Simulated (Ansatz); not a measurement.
**TiN (sextet): geometry optimisation**

Aim: relax a generated start of TiN (sextet) and see which bonds hold.

Method: UKS PBE0/def2-TZVP; program: Ansatz 0.2.0, Gaussian basis.

**1. The system as given**

2 atoms, charge 0, spin multiplicity 6.

Atoms are counted from 1 here; the program's logs count them from 0.

Bond lengths: Ti1–N2 2.160 Å.

As a file:

```xyz
2
charge 0, multiplicity 6
Ti    0.00000    0.00000    0.00000
N     0.00000    0.00000    2.16000
```

The start is set by covalent radii. Sticks and bond lists go by distance. 

**2. The run**

The input, in.yaml:

```yaml
crystal:
  periodic: [false, false, false]
  atoms:
    - {symbol: Ti, position_ang: [0.000000, 0.000000, 0.000000]}
    - {symbol: N, position_ang: [0.000000, 0.000000, 2.160000]}
basis:
  gaussian: {orbitals: def2-TZVP}
magnetization: {spin_polarized: true, initial_magnetization: 5}
hamiltonian: {xc: pbe0}
relax: {f_tol: 0.004, max_steps: 80}
```

Started as:

```bash
ansatz run in.yaml --threads 1 --pin off --events-out ev --progress --plain --max-ram 2176MiB
```

Before running it: what results should come out? Wanted: energy gained; shift from the start; total energy; dipole moment; ⟨S²⟩.

The runs gave:

| quantity | value |
| --- | --- |
| steps | 4 |
| energy gained | 0.074 eV |
| shift from the start (rms) | 0.060 Å |
| total energy | -24592.7272 eV |
| dipole moment | 3.80 D |
| ⟨S²⟩ | 8.755 |

**Reading.** The bonds of the start are those of the end. Ti1–N2 went from 2.160 to 2.040 Å. No vibrations were run, so this is a stationary point, not a proven minimum, and this spin need not be the ground state's.
